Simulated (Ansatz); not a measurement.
What does this script print? It uses Ansatz 0.2.0, Python API.

`methods_ash3.py`
```python
"""AsH3 at several levels of theory."""

from dataclasses import dataclass

import ansatz as az


@dataclass
class Settings:
    basis_set: str = "def2-SVP"


opts = Settings()


def main() -> None:
    geometry_ang = [
        ("As", (-0.2218, 0.5037, -0.3573)),
        ("H", (0.3397, 0.5941, 1.027)),
        ("H", (-1.0198, -0.689, 0.0676)),
        ("H", (0.902, -0.4088, -0.7374)),
    ]
    geometry = az.Crystal.molecule()
    for symbol, xyz in geometry_ang:
        geometry = geometry.atom(symbol, xyz)

    calc = geometry.calculation().basis(gaussian=opts.basis_set)

    methods = ["mp2", "ccsd", "ccsd_t", "bccd_t"]
    reports = [calc.correlation(m).run().report for m in methods]
    print(f"Hartree-Fock reference {reports[0]['reference_energy_ev'] / 27.211386246:.6f} Ha")
    best = reports[-1]["free_energy_ev"] - reports[-1]["reference_energy_ev"]
    for method, each in zip(methods, reports):
        gained = each["free_energy_ev"] - each["reference_energy_ev"]
        print(f"{method:8s} total {each['free_energy_ev'] / 27.211386246:.6f} Ha  correlation {gained:9.4f} eV  ({100 * gained / best:.1f} % of the last)")


if __name__ == "__main__":
    main()
```

Running `python methods_ash3.py` prints:
```text
Hartree-Fock reference -2235.649091 Ha
mp2      total -2235.900396 Ha  correlation   -6.8384 eV  (91.5 % of the last)
ccsd     total -2235.917292 Ha  correlation   -7.2981 eV  (97.6 % of the last)
ccsd_t   total -2235.923730 Ha  correlation   -7.4733 eV  (100.0 % of the last)
bccd_t   total -2235.923850 Ha  correlation   -7.4766 eV  (100.0 % of the last)
```

What to keep in mind:
- Total energies depend on the basis set; only differences at equal settings carry meaning.
- The geometry is a force-field or estimated start, not a minimum of this method, and the basis set is short of its limit. A lower total doesn't mark the better method: functionals have no common bound, and MP2 and coupled cluster aren't variational.
- Inner cores stay frozen; a filled d shell under the valence of the heavier atoms is correlated with it.
- Run time: 2.3 s on 1 thread of Arm Neoverse V2 (shared host), peak memory 0.16 GiB.

(Lines on the test bed's own set-up are left out of the output.)
